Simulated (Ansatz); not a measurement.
# Mo12CO in Ansatz: reference runs

Aim: a first look at Mo12CO with PBE, on the cell as given.

All numbers are computed with Ansatz 0.2.0; they aren't measurements. Logs are shortened: lines on timing, memory, paths and dates and some standing lists are left out, and cuts for length are marked.

### Step 1. The cell of the first run

The cell holds a slab with vacuum, 14 atoms: a = 5.442 Å, b = 5.442 Å, c = 23.593 Å, α = 90.00°, β = 90.00°, γ = 109.47°.

### Step 2. Single point, PBE

input.yaml reads:

```yaml
crystal:
  lattice:
    - [5.4421036374, 0.0, 0.0]
    - [-1.8140345458, 5.1308645145, 0.0]
    - [0.0, 0.0, 23.593459013]
  atoms:
    - { symbol: Mo, position: [0.25, 0.25, 0.3390770296] }
    - { symbol: Mo, position: [0.25, 0.75, 0.3390770296] }
    - { symbol: Mo, position: [0.75, 0.25, 0.3390770296] }
    - { symbol: Mo, position: [0.75, 0.75, 0.3390770296] }
    - { symbol: Mo, position: [0.5, 0.5, 0.4332442098] }
    - { symbol: Mo, position: [0.5, 0.0, 0.4332442098] }
    - { symbol: Mo, position: [0.0, 0.5, 0.4332442098] }
    - { symbol: Mo, position: [0.0, 0.0, 0.4332442098] }
    - { symbol: Mo, position: [0.75, 0.75, 0.52741139] }
    - { symbol: Mo, position: [0.75, 0.25, 0.52741139] }
    - { symbol: Mo, position: [0.25, 0.75, 0.52741139] }
    - { symbol: Mo, position: [0.25, 0.25, 0.52741139] }
    - { symbol: C, position: [1.0, 0.5, 0.6693998961] }
    - { symbol: O, position: [1.0, 0.5, 0.6206575731] }
hamiltonian:
  xc: pbe
  pseudopotentials: { kind: paw }
kpoints:
  mp_grid: { grid: [5, 5, 1] }
scf:
  occupations: { method: fermi_dirac, width: 0.05 }
output:
  forces: true
  eigenvalues: true
  write_density: true
  write_potential: true
  elf: true
  volumetric_format: npy
efield:
  axis: 3
  dipole_correction: true
  ramp_width: 0.04
```

Potentials or basis: Ansatz PAW.

Started as:

```sh
$ ansatz run input.yaml --threads 4 --pin off --max-ram 11264MiB --backend cpu --events-out ev --progress --plain --runs-dir out
```

Output:

```text
Warning: RAYON_NUM_THREADS=4 ignored (pool sized by the plan → 4); use --threads N
Engine: ansatz 0.2.0, aarch64-unknown-linux-gnu
Pseudopotentials: kind: paw
Pseudopotential: Mo, paw, valence charge 14, recommended cutoff 420 eV (normal), Mo.paw.azcp
Pseudopotential: C, paw, valence charge 4, recommended cutoff 420 eV (normal), C.paw.azcp
Pseudopotential: O, paw, valence charge 6, recommended cutoff 420 eV (normal), O.paw.azcp
Functional definition: PBE
  parameter kappa = 0.804
  parameter beta = 0.06672455060314922
  exchange = pbe_x(kappa = kappa, mu = beta*pi^2/3)
  correlation = pbe_c(beta = beta)
Crystal: 14 atoms, lattice volume = 658.793 Å³
Basis set: ecut = 420 eV, 12883 PW (Γ), exchange–correlation on 80×80×320 points (8 copies of the dense FFT grid, shifted against one another)
Bands: 107, of which v1, the nominal top of the filled ones, is band 89 counted from 1 (88 counted from 0)
Symmetry: 4 space group operations
Space group: Cmm2 (ITA 35), of the structure as read, at distance tolerance 8.7e-5 Å
k-points: 9 of 25
Non-local potential: Mo, projectors of the file, l = 0: 3, l = 1: 2, l = 2: 2, l = 3: 1
Non-local potential: C, projectors of the file, l = 0: 2, l = 1: 2, l = 2: 1
Non-local potential: O, projectors of the file, l = 0: 2, l = 1: 2, l = 2: 1
PAW form: soft (Blöchl's): semilocal exchange-correlation on the pseudo side does not see the compensation charge
PAW one-centre angular grid: Mo, 590 points (default); XC on 64 Gauss nodes
PAW one-centre angular grid: C, 110 points (default); XC on 64 Gauss nodes
PAW one-centre angular grid: O, 110 points (default); XC on 64 Gauss nodes
Initial density: superposition of atomic densities (neutral atoms: chi_scale 0, normalization atom), corrected by the library's trained network
Initial wavefunctions: pseudopotential atomic-orbital guess
Functional: x = pbe(κ = 0.804, μ = 0.2195149727645171), c = pbe(β = 0.06672455060314922)
SCF iter   1: F=—  HF=-60278.121811 eV  |F-HF|=—  |Δ(HF+E_count)|=         —  Δρ=6.43e-3  dr2=1.60e0  ethr=1.77e-3  p=-0.099 e·Å  D=-2.73e-2 V/Å  ΔV_dip=0.64 eV  dr2_dipole=3.33e-1  V_vac-E_F(+/−)=5.53/4.88 eV  ⟨swp⟩=10.7  Hψ=4744  notcnv=0
efield: sawtooth ramp at fractional position 0.9842 (placed from the atoms, in the widest stretch of the axis that holds none; the zero of the levels goes with the place), width 0.0400; the density the first Hamiltonian is built on has a dipole p = -0.099 e·Å; the dipole correction subtracts the counter field D = -2.73e-2 V/Å, which shifts the + side's vacuum level by +0.64 eV against the − side's; the planar-averaged density in the ramp window peaks in size at 3.8e-5 e/Å³
preconditioner: auto → LDOS  [metal: Δε(μ)=0.007 eV  Ē_g=4.131 eV  σ=0.050 eV  W_gap=0.03  n_scr=108 (ndim 8)  ℏωp=12.9 eV  f_vac=0.596  D(μ)=15.49/eV (n_scr^D=94)  β→1.0]
SCF iter   2: F=—  HF=-60277.965890 eV  |F-HF|=—  |Δ(HF+E_count)|=   1.56e-1  Δρ=3.08e-3  dr2=1.02e-1  ethr=8.97e-4  p=0.041 e·Å  D=1.13e-2 V/Å  ΔV_dip=-0.27 eV  dr2_dipole=2.29e-4  V_vac-E_F(+/−)=4.55/4.81 eV  ⟨swp⟩=2.9  Hψ=1665  notcnv=0  defer=16
SCF iter   3: F=—  HF=-60277.954019 eV  |F-HF|=—  |Δ(HF+E_count)|=   1.19e-2  Δρ=1.49e-3  dr2=5.22e-2  ethr=5.72e-5  p=0.053 e·Å  D=1.45e-2 V/Å  ΔV_dip=-0.34 eV  dr2_dipole=7.02e-4  V_vac-E_F(+/−)=4.47/4.81 eV  ⟨swp⟩=2.9  Hψ=1955  notcnv=0  defer=17
SCF iter   4: F=—  HF=-60277.948954 eV  |F-HF|=—  |Δ(HF+E_count)|=   5.06e-3  Δρ=6.62e-4  dr2=6.54e-3  ethr=2.93e-5  p=0.062 e·Å  D=1.72e-2 V/Å  ΔV_dip=-0.41 eV  dr2_dipole=9.76e-7  V_vac-E_F(+/−)=4.39/4.80 eV  ⟨swp⟩=2.8  Hψ=1397  notcnv=0  defer=17
SCF iter   5: F=—  HF=-60277.948380 eV  |F-HF|=—  |Δ(HF+E_count)|=   5.74e-4  Δρ=2.44e-4  dr2=8.67e-4  ethr=3.68e-6  p=0.067 e·Å  D=1.84e-2 V/Å  ΔV_dip=-0.43 eV  dr2_dipole=1.02e-5  V_vac-E_F(+/−)=4.36/4.79 eV  ⟨swp⟩=2.0  Hψ=1317  notcnv=0  defer=17
SCF iter   6: F=—  HF=-60277.948437 eV  |F-HF|=—  |Δ(HF+E_count)|=   5.74e-5  Δρ=8.33e-5  dr2=1.32e-4  ethr=4.87e-7  p=0.069 e·Å  D=1.89e-2 V/Å  ΔV_dip=-0.45 eV  dr2_dipole=7.77e-6  V_vac-E_F(+/−)=4.35/4.79 eV  ⟨swp⟩=2.2  Hψ=1329  notcnv=0  defer=17
SCF iter   7: F=—  HF=-60277.948438 eV  |F-HF|=—  |Δ(HF+E_count)|=   9.69e-7  Δρ=1.94e-5  dr2=8.21e-6  ethr=7.39e-8  p=0.069 e·Å  D=1.90e-2 V/Å  ΔV_dip=-0.45 eV  dr2_dipole=5.23e-7  V_vac-E_F(+/−)=4.34/4.79 eV  ⟨swp⟩=2.2  Hψ=1357  notcnv=0  defer=17
SCF iter   8: F=—  HF=-60277.948628 eV  |F-HF|=—  |Δ(HF+E_count)|=   1.90e-4  Δρ=6.95e-6  dr2=6.87e-7  ethr=4.61e-9  p=0.069 e·Å  D=1.90e-2 V/Å  ΔV_dip=-0.45 eV  dr2_dipole=8.42e-8  V_vac-E_F(+/−)=4.34/4.79 eV  ⟨swp⟩=2.4  Hψ=1392  notcnv=0  defer=17
SCF iter   9: F=-60277.948629 eV  HF=-60277.948629 eV  |F-HF|=2.78e-7  |Δ(HF+E_count)|=   8.13e-7  Δρ=2.18e-6  dr2=4.38e-8  ethr=5.62e-11  p=0.069 e·Å  D=1.90e-2 V/Å  ΔV_dip=-0.45 eV  dr2_dipole=4.40e-9  V_vac-E_F(+/−)=4.34/4.79 eV  ⟨swp⟩=21.8  Hψ=8341  notcnv=0
SCF 1 converged in 9 iterations: F = -60277.948629 eV  dr2 = 4.38e-8
WARN: The output density's exchange-correlation potential varies sharply where the density is thin. Do not read a vacuum level from v_tot or v_xc, or from such a field of the output density. On a cell that repeats whose density bears no net charge and no dipole along the vacuum's axis use v_es (v_loc + v_h of the components); under efield.dipole_correction with no amplitude use v_es + v_field, which holds any external_charges[].barrier, or the levels of the report's work_function block, which leave it out; under a non-zero efield.amplitude the vacuum is tilted and has no level; on a cell that repeats and bears such a dipole with no correction it is tilted too, and efield.dipole_correction with no amplitude gives each side of its ramp a level where efield: is served; in a cell that repeats whose density bears a net charge (total_charge, or a fill off its count) it is curved and has none; of a slab under crystal.periodic whose density bears no net charge use v_es, which has a level on each side, short of where the two are joined; of another it falls or rises all the way out and has none; of a slab beside external_charges read slab_vacuum_level instead, which it has where they leave it neutral. The grid or the basis barely resolves most such structure, and the values can differ between equally converged runs; as a rule a tighter scf.convergence.dr2_threshold does not remove it. Where the density itself ripples (under the LDA too) a higher basis.ecutwfc lessens it. The files hold the spikes' plane waves up to the density's cutoff. Files: v_tot_of_output_density and the like, and their columns of v_z.tsv (output.write_potential); v_xc_of_output_density and the like, and their columns of v_comp_z.tsv (output.write_potential_components). Measured: with its Gaussian average of σ = 0.25 Å subtracted twice, the exchange-correlation potential is over 0.1 eV at 1174 of the grid points where the equally averaged density (valence and model cores) is under 1e-3 e/Å³, and 1.01 eV at the most among them, at an averaged density of 7.9e-4 e/Å³. The input density's (outcome.potential() and, of a run that writes arrays, v_tot and v_xc) is over 0.1 eV, so measured, at 2493 points of its own thin density, 1.01 eV at the most. See output.write_potential in the manual, Limitations
SCF converged after 9 iterations
Free energy (F): -60277.948629 eV
Harris-Foulkes:  -60277.948629 eV  (|F-HF|=2.78e-7)
Internal energy: -60277.825858 eV  (E = F + TS)
E sigma→0 (E₀):  -60277.887244 eV
Entropy (-TS):   -0.122771 eV (-8.769 meV/atom)
Fermi energy:    3.208776 eV
Dipole field:    D = 0.018968 V/Å  (p = 0.069058 e·Å, saw-weighted, corrected)
Work function:   Φ+ = 4.3394 eV   Φ− = 4.7869 eV
Levels:          The Fermi level and band energies are counted from a zero that moves with the ramp; work functions are not
--- Per-component energies (eV) ---
  E_band       = -3707.569407
  E_kinetic    = 5525.977676
  E_local      = -204075.756181  (includes V_loc(G=0)·N_el)
  E_nonlocal   = 1799.653633
  E_hartree    = 98842.724343
  E_xc         = -2305.426027
  E_vxc        = -2876.655811  (∫ρ·V_xc dr)
  E_paw        = -38673.171090  (= ΣΔE_a)
  E_vpaw       = -1770.919787  (= ΣTr[D̂ρ^β])
  E_aug_tail   = 0.002953  (compensation charges beyond the density's cutoff)
  E_efield     = 0.000655  (sawtooth field / dipole correction)
  E_vefield    = 4.730683  (∫n·V_field dr)
  E_ewald      = 78608.168178
  E_smearing   = -0.122771  (= −TS)
  E_closure    = 0.000000  (closes the sum)
  Σ components = -60277.948629   (vs F -60277.948629, Δ=0.00e0)
--- Forces (eV/Å), atoms counted from 1 ---
  atom   1  Mo    -0.01375100     0.00972343     0.41525739
  atom   2  Mo    -0.04152196    -0.05872091     0.33210720
  atom   3  Mo     0.04152196     0.05872091     0.33210720
  atom   4  Mo     0.01375100    -0.00972343     0.41525739
  atom   5  Mo     0.00000000     0.00000000    -0.04462645
  atom   6  Mo     0.00000000     0.00000000     0.36569750
  atom   7  Mo     0.00000000     0.00000000    -0.08034776
  atom   8  Mo     0.00000000     0.00000000    -0.04462645
  atom   9  Mo    -0.06138364     0.04340479    -0.75433639
  atom  10  Mo     0.01711001     0.02419721    -0.62207999
  atom  11  Mo    -0.01711001    -0.02419721    -0.62207999
  atom  12  Mo     0.06138364    -0.04340479    -0.75433639
  atom  13  C      0.00000000     0.00000000     0.12445662
  atom  14  O      0.00000000     0.00000000     0.93754105
  max |Σ_I F_I| component: 9.08e-6 eV/Å
--- Band table (eV; the first three rows and the last of 9) ---
  k-point 0: bands = ["-58.0399", "-57.8738", "-57.8667", "-57.7914", "-57.7558", "-57.7207", "-57.6270", "-57.6242", "-57.6200", "-57.6047", "-57.5265", "-57.5048", "-32.6939", "-32.6902", "-32.6892", "-32.4978", "-32.4504", "-32.4481", "-32.3097", "-32.2459", "-32.2426", "-32.2396", "-32.2001", "-32.1175", "-31.9225", "-31.7995", "-31.7937", "-31.7783", "-31.7719", "-31.7692", "-31.7633", "-31.7603", "-31.7034", "-31.6939", "-31.6862", "-31.4741", "-31.4448", "-31.4398", "-31.4196", "-31.4166", "-31.2918", "-31.2394", "-31.2346", "-31.2232", "-31.1905", "-31.1868", "-31.1179", "-31.1077", "-22.3274", "-8.0496", "-5.0993", "-5.0209", "-3.1926", "-2.1656", "-1.8147", "-1.7174", "-1.5855", "-1.5403", "-1.5178", "-1.4970", "-1.3535", "-1.3473", "-1.3143", "-0.7193", "-0.3685", "-0.3576", "0.0780", "0.1053", "0.1236", "0.2164", "0.2265", "0.4721", "0.6209", "0.6887", "0.7124", "1.0415", "1.6399", "1.8442", "1.8798", "2.2382", "2.2385", "2.6743", "2.9852", "3.0559", "3.2896", "3.4546", "3.6501", "3.9874", "4.2666", "4.3401", "4.4203", "4.4412", "4.5070", "4.6560", "4.7223", "4.8471", "4.8653", "4.8953", "4.9216", "4.9920", "5.0103", "5.0106", "5.0441", "5.2595", "5.3054", "5.3119", "5.3785"]
  k-point 1: bands = ["-58.0242", "-57.8876", "-57.8624", "-57.7990", "-57.7431", "-57.7106", "-57.6372", "-57.6259", "-57.6157", "-57.6000", "-57.5358", "-57.5153", "-32.6623", "-32.6348", "-32.6035", "-32.4687", "-32.4210", "-32.3934", "-32.2666", "-32.2380", "-32.2280", "-32.1683", "-32.1487", "-32.1219", "-31.9636", "-31.8891", "-31.8598", "-31.8073", "-31.7766", "-31.7655", "-31.7376", "-31.6954", "-31.6882", "-31.6528", "-31.6450", "-31.5193", "-31.4924", "-31.4709", "-31.4546", "-31.4273", "-31.3168", "-31.3155", "-31.2909", "-31.2626", "-31.2301", "-31.1884", "-31.1606", "-31.1492", "-22.3273", "-8.0460", "-5.1039", "-5.0249", "-2.8833", "-2.1285", "-1.5384", "-1.4623", "-1.4131", "-1.3544", "-1.2845", "-1.2341", "-1.1880", "-1.1538", "-1.0754", "-0.4249", "-0.3595", "-0.0105", "0.2023", "0.2400", "0.3060", "0.3253", "0.3748", "0.5173", "0.5965", "0.7098", "0.8856", "1.1026", "1.5354", "1.6162", "1.8209", "1.8525", "1.9957", "2.6486", "2.7229", "2.9029", "2.9619", "3.1569", "3.2398", "3.6117", "3.7978", "3.8801", "4.0443", "4.2626", "4.3839", "4.4231", "4.4848", "4.4974", "4.5342", "4.6479", "4.7486", "4.8035", "4.9421", "4.9720", "5.0060", "5.0197", "5.1389", "5.2590", "5.2918"]
  k-point 2: bands = ["-57.9829", "-57.9306", "-57.8433", "-57.8189", "-57.7098", "-57.6842", "-57.6690", "-57.6516", "-57.5906", "-57.5755", "-57.5601", "-57.5426", "-32.5914", "-32.5525", "-32.3951", "-32.3771", "-32.3479", "-32.3353", "-32.2678", "-32.2524", "-32.2130", "-32.1197", "-32.0493", "-32.0363", "-31.9414", "-31.9147", "-31.9016", "-31.8686", "-31.7458", "-31.7265", "-31.7193", "-31.7147", "-31.6722", "-31.6519", "-31.6004", "-31.5978", "-31.5895", "-31.5290", "-31.4973", "-31.4804", "-31.4676", "-31.4511", "-31.4164", "-31.4097", "-31.2132", "-31.1945", "-31.1884", "-31.1825", "-22.3271", "-8.0403", "-5.1123", "-5.0301", "-2.1804", "-2.0381", "-1.4931", "-0.9734", "-0.8397", "-0.8219", "-0.7945", "-0.7534", "-0.7229", "-0.6544", "-0.5089", "-0.4115", "0.2547", "0.3019", "0.3149", "0.3964", "0.4451", "0.4777", "0.5478", "0.5828", "0.6118", "0.9867", "1.1394", "1.1517", "1.2916", "1.4508", "1.4850", "1.7503", "2.0106", "2.2395", "2.3124", "2.3584", "2.4145", "2.5027", "2.6696", "2.9642", "3.1191", "3.3845", "3.4476", "3.5186", "3.7241", "3.8264", "4.0144", "4.2855", "4.3732", "4.3965", "4.4306", "4.4518", "4.6102", "4.6783", "4.7056", "4.7404", "4.8051", "4.8917", "4.9264"]
  k-point 8: bands = ["-57.9550", "-57.8782", "-57.8749", "-57.8674", "-57.6776", "-57.6480", "-57.6268", "-57.6240", "-57.6198", "-57.6063", "-57.6045", "-57.5802", "-32.4161", "-32.4084", "-32.3749", "-32.2747", "-32.2684", "-32.2589", "-32.2573", "-32.0280", "-32.0054", "-32.0033", "-31.9519", "-31.9040", "-31.8902", "-31.8881", "-31.8829", "-31.8693", "-31.8045", "-31.7997", "-31.7602", "-31.7568", "-31.7124", "-31.7049", "-31.6187", "-31.5856", "-31.5789", "-31.5677", "-31.5546", "-31.5517", "-31.5327", "-31.5315", "-31.4656", "-31.4529", "-31.4483", "-31.4268", "-31.4204", "-31.3905", "-22.3270", "-8.0383", "-5.1099", "-5.0447", "-2.1027", "-1.7292", "-1.1186", "-0.7371", "-0.6243", "-0.5529", "-0.5512", "-0.5346", "-0.3043", "-0.2904", "-0.2873", "0.2441", "0.2501", "0.2945", "0.5175", "0.5243", "0.8154", "0.8654", "0.8933", "1.1560", "1.2534", "1.5064", "1.5220", "1.5430", "1.7192", "1.7369", "1.7754", "1.7864", "2.1444", "2.1940", "2.2865", "2.4400", "2.4625", "2.4892", "2.8109", "2.8403", "2.8571", "2.9092", "2.9161", "3.1578", "3.2013", "3.2184", "3.3356", "3.5195", "3.7117", "3.8215", "3.9485", "3.9945", "4.1095", "4.1467", "4.2279", "4.3978", "4.5118", "4.5833", "4.7730"]
```

Wall time 24 s (4 threads of Arm Neoverse V1, shared host); peak memory 1.8 GiB.

What came out:

```
Free energy                     : -60277.9486 eV
Largest force                   : 0.938 eV/Å
Band gap on the k mesh          : none (metal or under the smearing width)
Work function of the upper face : 4.34 eV
Work function of the lower face : 4.79 eV
Dipole across the slab          : 0.069 e·Å
```

Forces on the atoms (eV/Å):
```
Mo  -0.014  0.010  0.415
Mo  -0.042 -0.059  0.332
Mo   0.042  0.059  0.332
Mo   0.014 -0.010  0.415
Mo   0.000  0.000 -0.045
Mo   0.000  0.000  0.366
Mo   0.000  0.000 -0.080
Mo   0.000  0.000 -0.045
Mo  -0.061  0.043 -0.754
Mo   0.017  0.024 -0.622
Mo  -0.017 -0.024 -0.622
Mo   0.061 -0.043 -0.754
C    0.000  0.000  0.124
O    0.000  0.000  0.938
```
